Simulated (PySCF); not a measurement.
# C3H5F3Si: the cost of one run

Computed with PySCF 2.14.0 and routines of our own; the level stands in each step. Atoms count from 0.

### 1 The system as given

12 atoms, charge 0, multiplicity 1; geometry from: GFN2-xTB.

### 2 Magnetic properties: GIAO B3LYP/pcSseg-1

What the job is given:

```
{"job": {"kind": "mag", "xc": "B3LYP", "basis": "pcSseg-1", "isotopologues": 2}, "charge": 0, "multiplicity": 1}
C     -2.002891    -0.425799    -0.391287
C     -0.883396    -0.648108     0.269430
C      0.078950     0.428566     0.680841
Si     1.699054     0.329030    -0.268443
F      2.453988    -1.060465    -0.131523
F      1.549140     0.539385    -1.833514
F      2.777092     1.406511     0.179672
H     -2.304456     0.568167    -0.677903
H     -2.666340    -1.224643    -0.672112
H     -0.595658    -1.653470     0.543926
H     -0.383039     1.405422     0.523433
H      0.278755     0.334719     1.751453
```

With the program's defaults for keys left out, this is: GIAO B3LYP/pcSseg-1 magnetisability, rotational g tensor and spin-rotation constants, non-relativistic, gas phase.

Launch:

```bash
$ OMP_NUM_THREADS=1 python excited_run.py task.json out
```

One launch serves the whole session: the jobs run in the order shown.

Q: Estimate the wall time and peak memory of this first job on 1 thread of Arm Neoverse V1, shared host.

About 22 s, with a peak of 0.77 GiB.
